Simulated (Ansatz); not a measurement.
# Hf3ZrS8: the cost of one run

Program: Ansatz 0.2.0. Level of theory: DFT PBE, scalar-relativistic, plane waves, PAW, unless a step names another level. These are calculated values, not measurements.

### 1 The starting structure

Symmetry: C2/m, No. 12, monoclinic system. Conventional cell: a = 12.679 Å, b = 7.320 Å, c = 9.312 Å, α = 90.00°, β = 132.91°, γ = 90.00°. Zr (site symmetry 2/m) has 6 S at 2.57 Å in its first shell of neighbours. Hf (site symmetry 2/m) has 6 S at 2.56 Å in its first shell of neighbours. Around Hf (site symmetry -1) lie 6 S at 2.56 Å. Around S (site symmetry m) lie 3 Hf at 2.56 Å. S (site symmetry m) is surrounded by 2 Hf at 2.56 Å and 1 Zr at 2.57 Å. Around S (site symmetry 1) lie 2 Hf at 2.56 Å and 1 Zr at 2.57 Å.

Structure file:

```cif
data_structure
_symmetry_space_group_name_H-M 'C2/m'
_symmetry_Int_Tables_number 12
_cell_length_a 12.6793
_cell_length_b 7.3204
_cell_length_c 9.3118
_cell_angle_alpha 90.000
_cell_angle_beta 132.907
_cell_angle_gamma 90.000
_cell_volume 633.06
loop_
_atom_site_label
_atom_site_type_symbol
_atom_site_symmetry_multiplicity
_atom_site_Wyckoff_symbol
_atom_site_fract_x
_atom_site_fract_y
_atom_site_fract_z
_atom_site_occupancy
Zr1 Zr 2 a 0.00000 0.00000 0.00000 1
Hf1 Hf 2 b 0.00000 0.50000 0.00000 1
Hf2 Hf 4 e 0.25000 0.25000 0.00000 1
S1 S 4 i 0.27259 0.50000 0.21185 1
S2 S 4 i 0.77393 0.50000 0.21228 1
S3 S 8 j 0.02225 0.25168 0.21229 1
```

The cell was relaxed beforehand at this level, from a generated guess; it needn't be the stable form of this composition. At a tolerance of 0.02 Å it has space group C2/m (No. 12); it has 26.38 Å³/atom, an uncorrected energy of -1.57 eV/atom over the elements.

### 2 Bands, states and charges

input.yaml reads:

```yaml
crystal:
  lattice:
    - [6.3396290625, -3.6601889192, -6.46285e-05]
    - [6.3396290625, 3.6601889192, -6.46285e-05]
    - [-6.3395812472, 0.0, 6.8205825108]
  atoms:
    - { symbol: Zr, position: [0.0, 0.0, 0.0] }
    - { symbol: Hf, position: [0.5, 0.5, 0.0] }
    - { symbol: Hf, position: [0.5, 0.0, 0.0] }
    - { symbol: Hf, position: [0.0, 0.5, 0.0] }
    - { symbol: S, position: [0.5607410842, 0.5607410842, 0.7881506117] }
    - { symbol: S, position: [0.0616447339, 0.0616447339, 0.7877163709] }
    - { symbol: S, position: [0.0616438101, 0.5582813458, 0.7877122134] }
    - { symbol: S, position: [0.5582813458, 0.0616438101, 0.7877122134] }
    - { symbol: S, position: [0.9383561899, 0.4417186542, 0.2122877866] }
    - { symbol: S, position: [0.4417186542, 0.9383561899, 0.2122877866] }
    - { symbol: S, position: [0.4392589158, 0.4392589158, 0.2118493883] }
    - { symbol: S, position: [0.9383552661, 0.9383552661, 0.2122836291] }
basis:
  ecutwfc: 420
kpoints:
  mp_grid: { grid: [6, 6, 6] }
  band_path:
    path:
      - [[0.0, 0.0, 0.0], [0.4053296, -0.4053296, 0.0]]
      - [[-0.4053296, -0.5946704, 1.0], [-0.5, -0.5, 1.0], [0.0, 0.0, 0.0], [-0.5, -0.5, 0.5], [-0.26133679, -0.73866321, 0.5]]
      - [[0.26133679, -0.26133679, -0.5], [0.0, 0.0, -0.5], [0.0, 0.0, 0.0]]
      - [[0.0, -0.5, 0.0], [0.0, 0.0, 0.0], [0.0, -0.5, 0.5]]
    npoints: 10
hamiltonian:
  xc: pbe
scf:
  occupations: { method: gaussian, width: 0.02 }
  n_extra_bands: 30
output:
  forces: true
  stress: true
  eigenvalues: true
  populations: true
  dos: { projected: true, de: 0.02, nscf_kmesh: { grid: [9, 9, 9] } }
  bader: false
  write_density: true
  write_potential: true
  elf: true
  volumetric_format: npy
```

Launch:

```console
> ansatz run input.yaml --threads 4 --pin off --max-ram 8192MiB --backend cpu --events-out ev --progress --plain --runs-dir out
```

**Question.** How long does this run take on 4 threads of AMD EPYC (Zen 3), shared host, and how much memory does it need?

About 5.5 min, with a peak of 3.7 GiB.
